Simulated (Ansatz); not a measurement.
What does this script print? It uses the Python package of Ansatz (0.2.0).

`cl2ge.xyz`
```text
3

Cl   -0.06950   -1.82570    0.38010
Ge   -0.38220    0.05390   -0.74810
Cl    0.44070    1.70700    0.35470
```

Script `relaxed_scan_cl2ge.py`:
```python
# -*- coding: utf-8 -*-
'''One bond of Cl2Ge held at set lengths while the rest relaxes.'''

import ansatz as az
import numpy as np


def main():
    cl2ge = az.Crystal.molecule_from_extxyz('cl2ge.xyz')

    base = (
        cl2ge.calculation()
        .basis(gaussian='def2-SVP')  # atom-centred Gaussian functions
        .functional('hf')
    )
    symbols = [site.symbol for site in cl2ge.cartesian_sites]
    pairs = [(0, 1), (1, 2)]
    print('held (A)   E (eV)        ', '  '.join(f'{symbols[i]}{i}-{symbols[j]}{j}' for i, j in pairs))
    for length in [1.98, 2.15, 2.32, 2.58, 2.9]:
        data = base.relax(constraints=[az.DistanceConstraint((1, 2), at=length)], force_tolerance=0.02, max_steps=60).run(threads=1).report
        xyz = np.array(data['positions_ang'])
        print(f'{length:6.2f} {data["free_energy_ev"]:14.5f}  ', '  '.join(f'{np.linalg.norm(xyz[i] - xyz[j]):.3f}' for i, j in pairs))


if __name__ == '__main__':
    main()
```

```console
$ python relaxed_scan_cl2ge.py
held (A)   E (eV)         Cl0-Ge1  Ge1-Cl2
DeckWarning: relax.constraints: the input's atoms, or those drawn, lie off the distances that are held; a relaxation that starts there is brought onto them ahead of its first SCF, by positions alone, an atom by 8.54e-2 Å at the most. With the symmetry detection on, the symmetry is detected on the input's atoms as so [...]
  1.98   -81467.66701   2.215  1.980
  2.15   -81468.10191   2.196  2.150
  2.32   -81468.01510   2.180  2.320
  2.58   -81467.45549   2.161  2.580
  2.90   -81466.58305   2.140  2.900
```
(Warnings from the package without file and line, shortened, repeats left out.)

Caveats:
- Total energies depend on the basis set; only differences at equal settings carry meaning.
- The energies are electronic: no zero-point or thermal terms, and the basis set is short of its limit.
- Hardware and time: 26 s on 1 thread of Arm Neoverse V1, with other jobs on the host, peak memory 0.2 GiB.
